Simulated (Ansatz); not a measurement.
Runs of Ansatz 0.2.0 on MgGe2. The structure is monoclinic, space group C2/m (No. 12). The conventional cell has a = 11.043 Å, b = 3.700 Å, c = 6.815 Å, α = 90.00°, β = 118.17°, γ = 90.00°. Ge (site symmetry m) has 2 Ge at 2.70 Å and 3 Mg at 2.89 to 3.00 Å as nearest neighbours. Around Ge (site symmetry m) lie 3 Ge at 2.55 to 2.70 Å and 1 Mg at 2.89 Å. Around Mg (site symmetry m) lie 8 Ge at 2.89 to 3.16 Å. The cell comes from a database or a generator and needn't be the stable form of this composition.

| task | level | cutoff (eV) | gap on the mesh (eV) | pressure (GPa) | largest force (eV/Å) |
| --- | --- | --- | --- | --- | --- |
| projected density of states | BLYP | 420 | none | (b) | (a) |
| projected density of states | revPBE | 420 | none | 0.8 | 0.13 |
| projected density of states | r2SCAN | 500 | none | -2.4 | 0.41 |
| projected density of states | PBEsol | 420 | none | -2.7 | 0.16 |

Alike in all rows: potentials or basis Ansatz PAW; no spin polarisation; cell as given; k mesh 8 × 8 × 5; smearing fermi-dirac 0.05 eV.

**Question.** Estimate the missing entries.

**Answer.** (a) 0.27; (b) 3.2.

Caveats: the PAW data sets come from PBE, with cores solved anew for the run's functional, which leaves a small shift of forces and pressure; the potentials were made for another functional, which shifts forces and pressure (some runs).

A k mesh can miss the band edges, and the runs leave out spin-orbit coupling on Ge.

A gap of «none» marks a metal or a gap under the smearing width.

Not every run made on this cell is shown here.
